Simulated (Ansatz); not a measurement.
# La3AsPt2: the cost of one run

Method: DFT PBE, scalar-relativistic, plane waves, PAW, in Ansatz 0.2.0.

1 further run of the same task is left out (it didn't finish).

**1. The structure to begin with**

It takes space group P-6m2 (No. 187, hexagonal). Conventional cell: a = 4.593 Å, b = 4.593 Å, c = 9.022 Å, α = 90.00°, β = 90.00°, γ = 120.00°. La (site symmetry -6m2) has 3 La at 2.65 Å as nearest neighbours. Around La (site symmetry -6m2) lie 3 As at 2.65 Å. Around As (site symmetry -6m2) lie 3 La at 2.65 Å and 6 Pt at 3.47 Å. Pt (site symmetry 3m) is surrounded by 3 As at 3.47 Å and 9 La at 3.47 to 3.49 Å.

As a file:

```
CELL_PARAMETERS angstrom
4.59292 0.00000 0.00000
-2.29646 3.97759 0.00000
0.00000 0.00000 9.02192
ATOMIC_POSITIONS crystal
La 0.66667 0.33333 0.50000
La 0.00000 0.00000 0.00000
La 0.00000 0.00000 0.50000
As 0.66667 0.33333 0.00000
Pt 0.33333 0.66667 0.24782
Pt 0.33333 0.66667 0.75218
```

A structure generator made this guess: species swapped into a database cell of Gd2CoNi3 (P-6m2, No. 187), with Pt on the Gd sites, As on the Co sites and La on the Ni sites. Its size is a rough estimate.

**2. The guess as it stands, on a coarse mesh**

Input file input.yaml:

```yaml
crystal:
  lattice:
    - [4.59292098, 0.0, 0.0]
    - [-2.29646049, 3.97758624, 0.0]
    - [0.0, 0.0, 9.02192263]
  atoms:
    - { symbol: La, position: [0.66666667, 0.33333333, 0.5] }
    - { symbol: La, position: [0.0, 0.0, 0.0] }
    - { symbol: La, position: [0.0, 0.0, 0.5] }
    - { symbol: As, position: [0.66666667, 0.33333333, 0.0] }
    - { symbol: Pt, position: [0.33333333, 0.66666667, 0.247815] }
    - { symbol: Pt, position: [0.33333333, 0.66666667, 0.752185] }
basis:
  ecutwfc: 420
kpoints:
  mp_grid: { grid: [6, 6, 2] }
hamiltonian:
  xc: pbe
scf:
  occupations: { method: gaussian, width: 0.1 }
  lower_state_search: "off"
output:
  forces: true
  stress: true
  eigenvalues: true
```

Started as:

```sh
$ ansatz run input.yaml --threads 1 --pin off --max-ram 2560MiB --backend cpu --events-out ev --progress --plain --runs-dir out
```

What time and memory should one allow on 1 thread of Arm Neoverse N1, shared host?

About 24 s, with a peak of 0.43 GiB.
